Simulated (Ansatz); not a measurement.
# LaZn: the cost of one run

Program: Ansatz 0.2.0. Level of theory: DFT LDA, frozen-core PAW, scalar-relativistic unless said. These are calculated values, not measurements.

1 further run of the same task is left out (set aside as unsound or not needed).

**1. The structure to begin with**

It takes space group Pm-3m (No. 221, cubic). Conventional cell: a = 3.750 Å, b = 3.750 Å, c = 3.750 Å, α = 90.00°, β = 90.00°, γ = 90.00°. La (site symmetry m-3m) has 8 Zn at 3.25 Å as nearest neighbours. Zn (site symmetry m-3m) is surrounded by 8 La at 3.25 Å.

Coordinates:

```
La Zn
1.0
     3.75000    0.00000    0.00000
     0.00000    3.75000    0.00000
     0.00000    0.00000    3.75000
La Zn
1 1
Direct
  0.50000 0.50000 0.50000
  0.00000 0.00000 0.00000
```

Cartesian axes are those of the input's lattice vectors. The structure goes back to a database entry.

**2. Cell and atoms relaxed, PAW**

input.yaml

```yaml
crystal:
  lattice:
    - [3.75, 0.0, 0.0]
    - [0.0, 3.75, 0.0]
    - [0.0, 0.0, 3.75]
  atoms:
    - { symbol: La, position: [0.5, 0.5, 0.5] }
    - { symbol: Zn, position: [0.0, 0.0, 0.0] }
kpoints:
  mp_grid: { grid: [12, 12, 12] }
scf:
  occupations: { method: fermi_dirac, width: 0.05 }
hamiltonian:
  xc: lda
  pseudopotentials: { kind: paw }
relax:
  f_tol: 0.002
  max_steps: 80
  cell: {}
output:
  forces: true
  stress: true
```

Command:

```sh
$ ansatz run input.yaml --threads 1 --pin off --max-ram 2560MiB --backend cpu --events-out ev --progress --plain --runs-dir out
```

Q: Estimate wall time and peak memory on 1 thread of Arm Neoverse V2, shared host.

About 19 s, with a peak of 0.38 GiB.
